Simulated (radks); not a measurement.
# Ru²⁺ in [Kr] 4d6: an all-electron calculation

Wanted: eigenvalues, radial structure and energy terms of the ruthenium ion Ru2+.

Program: radks (a radial shooting solver on a logarithmic mesh, Libxc functionals) version 1. Level of theory: Dirac Kohn-Sham, exchange-only B88, spin-unpolarised, spherical densities, finite nucleus; open shells fill j = l - 1/2 first. These are calculated values, not measurements, unless marked.

## Step 1: The system

| Item | Value |
| --- | --- |
| element | ruthenium (Z = 44) |
| charge | +2 |
| electrons | 42 |
| configuration | [Kr] 4d6 |
| nuclear rms radius | 4.4809 fm |

## Step 2: The calculation

The run's settings:

```text
Z 44
configuration [Kr] 4d6 5s0 5p0
relativity Dirac
functional b88,
spin unpolarised
j_filling energy
nucleus finite rms 4.4809 fm
c 137.035999084
```

Command:

```sh
$ python run_ks.py task.json out
```

This one command runs every case of the session in turn.

Q: Predict the outcome of this run.

As calculated:

```
                        quantity                   value
                    total energy     -4528.97675 hartree
exchange-correlation share of it                  2.90 %
                            −T/E                  1.0411
          highest occupied level       4d5/2, -22.833 eV
    most extended occupied level  4d5/2, <r> = 1.55 bohr
 radius at density 0.001 e/bohr³               3.52 bohr
    maxima of the radial density                       4
         ionisation energy, NIST   28.470 (semi-emp.) eV
```

The radial density shows 4 maxima for 4 occupied principal shells. Relativity lifts −T/E to 1.041. The top level binds by 22.833 eV, 80 % of the NIST ionisation energy of 28.470 eV; the potential of a semilocal functional falls off too fast, so its top eigenvalue is too shallow. Spin polarisation and multiplet splitting are left out.
